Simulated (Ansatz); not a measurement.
# BBrH4OSi: the cost of one run

Computed with Ansatz 0.2.0 through its Python package. Level of theory: PBE+D3(BJ)/def2-SVP.

### Step 1. Starting point

Bond lengths: B1–O2 1.429 Å, O2–Si3 1.700 Å, Si3–Br4 2.261 Å, B1–H5 1.170 Å, B1–H6 1.234 Å, Si3–H7 1.531 Å, Si3–H8 1.426 Å. Angles: B1–O2–Si3 103.8°, O2–B1–H5 122.8°, O2–B1–H6 119.7°, H5–B1–H6 116.5°, O2–Si3–Br4 110.1°, O2–Si3–H7 109.7°, O2–Si3–H8 112.1°, Br4–Si3–H7 105.4°, Br4–Si3–H8 111.4°, H7–Si3–H8 107.9°.

The script holds or builds the structure itself.

### Step 2. The code

run_scan.py reads:

```python
import ansatz
from ase import Atoms
import numpy as np

BASIS = 'def2-SVP'
FUNCTIONAL = 'pbe'
VDW = 'd3bj'

atoms = Atoms(['B', 'O', 'Si', 'Br', 'H', 'H', 'H', 'H'], positions=[
    (-0.3903, 1.4044, -0.1461),
    (-0.2456, 0.2642, -0.9958),
    (0.2428, -0.9722, 0.064),
    (0.6927, -2.8591, -1.097),
    (0.448, 2.2097, -0.0169),
    (-1.5007, 1.6891, 0.3094),
    (1.563, -0.5839, 0.736),
    (-0.7177, -1.2093, 1.0906),
])
molecule = ansatz.Crystal.molecule_from_ase(atoms)

symbols = [site.symbol for site in molecule.cartesian_sites]
start = np.array([site.position_ang for site in molecule.cartesian_sites])
axis = (start[4] - start[0]) / np.linalg.norm(start[4] - start[0])
moving = [4]
lengths, energies = [1.029, 1.076, 1.123, 1.17, 1.216, 1.263, 1.31, 1.38], []
for length in lengths:
    xyz = start.copy()
    xyz[moving] += (length - np.linalg.norm(start[4] - start[0])) * axis
    point = ansatz.Crystal.molecule()
    for symbol, place in zip(symbols, xyz):
        point = point.atom(symbol, place.tolist())
    model = (
        point.calculation()
        .basis(gaussian=BASIS)
        .functional(FUNCTIONAL, dispersion=VDW)
    )
    data = model.run(threads=1, pin='off').report
    energies.append(data['free_energy_ev'])
    print(f'r = {length:6.3f} A  E = {energies[-1]:.5f} eV  <S^2> = {abs(data["mean_field"]["state"]["spin_squared"]):.3f}')

fit = np.polynomial.Polynomial.fit(lengths, np.array(energies) - min(energies), 4).convert()
roots = [r.real for r in fit.deriv().roots() if abs(r.imag) < 1e-9 and fit.deriv(2)(r.real) > 0]
r_e = min(roots, key=lambda r: abs(r - lengths[int(np.argmin(energies))]))
print(f'minimum of the fit at {r_e:.4f} A, force constant {fit.deriv(2)(r_e):.2f} eV/A^2')
```

### Step 3. Running it

On the command line:

```sh
> python run_scan.py
```

**Question.** How long does this script take on 1 thread of Arm Neoverse V1, shared host, and how much memory does it need?

About 19 s, with a peak of 0.2 GiB.
